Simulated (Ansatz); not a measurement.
# C₂HCl₃Ge: taking an electron away

One table from this session's results is given with a row withheld; the runs are named, their logs left out.

Computed with Ansatz 0.2.0, Gaussian basis. Level: unrestricted cation, the program's frozen cores in correlated methods.

Plan: UKS PBE-D4/def2-TZVPP; UKS r2SCAN-D4/def2-TZVPP; UKS PBE0-D4/def2-TZVPP; UKS B3LYP-D4/def2-TZVPP; UKS wB97X-V/def2-TZVPP; UKS B2PLYP/def2-TZVPP; UHF-CCSD(T)/def2-TZVPP; UHF-MP2/def2-QZVPP; extrapolation to the limit; then −ε(HOMO) from the neutral's earlier runs with LDA (SPW92), PBE-D4, revPBE-D4, BLYP-D4, r2SCAN-D4, B97M-V, PBE0-D4, B3LYP-D4, r2SCANh-D4, r2SCAN0-D4, HSE06-D4, BHLYP-D4, CAM-B3LYP-D4, LC-ωPBE, ωB97X-V, ωB97M-V.

1 further run of the same task is left out (it didn't finish).

### Structure used throughout

The geometry comes from an earlier relaxation with PBE0-D4 in a triple-zeta def2 set; it is a stationary point, not always the lowest conformer.

SMILES `C#[C][Ge]([Cl])([Cl])[Cl]`, 7 atoms, charge 0, spin multiplicity 1.

Atoms are counted from 1 here; the program's logs count them from 0.

Bond lengths: C1–C2 1.203 Å, C1–H7 1.067 Å, C2–Ge3 1.874 Å, Ge3–Cl4 2.122 Å, Ge3–Cl5 2.122 Å, Ge3–Cl6 2.122 Å. Angles: C2–C1–H7 180.0°, C1–C2–Ge3 179.9°, C2–Ge3–Cl4 110.3°, C2–Ge3–Cl5 110.2°, C2–Ge3–Cl6 110.3°, Cl4–Ge3–Cl5 108.7°, Cl4–Ge3–Cl6 108.7°, Cl5–Ge3–Cl6 108.7°.

Coordinates:

```csv
atom,x (Å),y (Å),z (Å)
C1,1.3279,-1.4910,0.6586
C2,0.5690,-0.6393,0.2770
Ge3,-0.6123,0.6872,-0.3192
Cl4,-2.3493,-0.1982,-1.1563
Cl5,0.3204,1.8873,-1.7999
Cl6,-1.1952,1.9321,1.2973
H7,2.0008,-2.2462,0.9970
```

The first run:

Input file in.yaml:

```yaml
crystal:
  periodic: [false, false, false]
  atoms:
    - {symbol: C, position_ang: [1.327917, -1.491005, 0.658559]}
    - {symbol: C, position_ang: [0.568985, -0.639314, 0.277002]}
    - {symbol: Ge, position_ang: [-0.612260, 0.687234, -0.319210]}
    - {symbol: Cl, position_ang: [-2.349347, -0.198241, -1.156339]}
    - {symbol: Cl, position_ang: [0.320371, 1.887318, -1.799863]}
    - {symbol: Cl, position_ang: [-1.195171, 1.932103, 1.297275]}
    - {symbol: H, position_ang: [2.000806, -2.246195, 0.996977]}
basis:
  gaussian: {orbitals: def2-TZVPP}
total_charge: 1
magnetization: {spin_polarized: true, initial_magnetization: 1}
hamiltonian: {xc: pbe, dispersion: d4}
```

Launch:

```console
$ ansatz run in.yaml --threads 2 --pin off --events-out ev --progress --plain --max-ram 32768MiB --backend cpu
```

Steps of the session up to this table: Cation, UKS PBE-D4/def2-TZVPP; Cation, UKS r2SCAN-D4/def2-TZVPP; Cation, UKS PBE0-D4/def2-TZVPP; Cation, UKS B3LYP-D4/def2-TZVPP; Cation, UKS wB97X-V/def2-TZVPP; Cation, UKS B2PLYP (frozen core)/def2-TZVPP; Cation, UHF-CCSD(T)/def2-TZVPP; Cation, UHF-MP2/def2-QZVPP.

One of the session's tables, all rows but one given; the rest of the session is left out.

For comparison, −ε(HOMO) of the neutral from earlier runs:

| functional | −ε(HOMO) (eV) |
| --- | --- |
| LDA (SPW92) | 8.00 |
| PBE-D4 | 7.81 |
| revPBE-D4 | 7.74 |
| BLYP-D4 | 7.62 |
| r2SCAN-D4 | 8.11 |
| B97M-V | 8.09 |
| PBE0-D4 | 9.11 |
| B3LYP-D4 | 8.82 |
| r2SCANh-D4 | 8.59 |
| r2SCAN0-D4 | 9.30 |
| HSE06-D4 | 8.70 |
| BHLYP-D4 | 10.19 |
| CAM-B3LYP-D4 | ? |
| LC-ωPBE | 11.97 |
| ωB97X-V | 11.52 |
| ωB97M-V | 11.37 |

**Question.** Estimate the row for CAM-B3LYP-D4.

The run gave: −ε(HOMO) (eV): 10.47. In the column «−ε(HOMO) (eV)» it lies between BHLYP-D4 (10.19) and ωB97M-V (11.37).
